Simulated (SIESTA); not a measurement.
DyAgB4F16:

```xyz
22
Lattice="5.4054 -0.1248 -0.0296 0.1513 6.8721 0.1623 0.5296 1.2589 9.4210" Properties=species:S:1:pos:R:3 pbc="T T T"
Dy    3.0611    0.7190    4.4394
Ag    0.6849    7.8562    9.4531
B     5.5055    1.7583    3.0167
B     3.4402    2.4965    7.5507
B     2.8009    5.8142    2.2359
B     5.8404    5.7874    6.3339
F     1.3107    2.1302    3.7836
F     5.1476    0.3764    3.2725
F     0.2230    2.1515    1.7310
F     4.4203    2.4658    3.6485
F     3.0675    3.7853    7.7326
F     4.8237    2.2806    7.6538
F     2.7566    1.5749    8.3611
F     3.0844    2.1159    6.1158
F     1.5849    5.3733    1.7772
F     2.6507    0.4118    2.1505
F     2.9742    5.4852    3.6520
F     3.8727    5.3689    1.5018
F     0.4297    4.7073    5.7646
F     1.5209    6.7547    5.7822
F     0.5588    5.9421    7.7249
F     4.6014    6.5330    5.9712
```

The cell was built by a generator and needn't be a form met in nature.

Base run:

* Program: SIESTA 5.4.2
* Functional: PBE
* Potentials or basis: PseudoDojo 0.4 standard with PseudoDojo 3+ lanthanides (4f in the core) (PBE files)
* Basis: TZP (energy shift 0.003 Ry; two zetas on semicore shells)
* Grid cutoff: 800 Ry
* Energy shift: 0.003 Ry
* k mesh: 5 × 4 × 3
* Occupations: fermi-dirac, width 0.05 eV
* Spin: collinear spin, ferromagnetic start
* Starting moments: [5.0, 0.0, 0.0, 0.0, 0.0, 0.0, 0.0, 0.0, 0.0, 0.0, 0.0, 0.0, 0.0, 0.0, 0.0, 0.0, 0.0, 0.0, 0.0, 0.0, 0.0, 0.0] μB

Its results: band gap on the k mesh 4.30 eV, indirect (least direct gap 4.33 eV); pressure 0.1 GPa; net moment 0.00 μB per cell; largest force 0.381 eV/Å.

Problem. The run is repeated on the same cell with these changes: basis from TZP (energy shift 0.003 Ry; two zetas on semicore shells) to DZ (energy shift 0.003 Ry; two zetas on semicore shells). What comes out?

Solution. Band gap on the k mesh 4.29 eV, indirect (least direct gap 4.31 eV); pressure 4.2 GPa; net moment 0.00 μB per cell; largest force 1.695 eV/Å.

Caveats: the magnetic or orbital state may not be the lowest; short orbitals over semicore shells can move pressures by several GPa; spin-orbit coupling is left out, which moves the levels of the heavy elements; the 4f electrons are frozen in the core as for a trivalent ion, so they carry no moment and show no levels; the basis of atomic orbitals isn't converged, which shifts pressures, moduli and gaps; the basis has no polarisation orbitals (some runs); forces of over 1 eV/Å show positions far from the minimum, so gaps and moduli don't describe the material at rest (some runs).
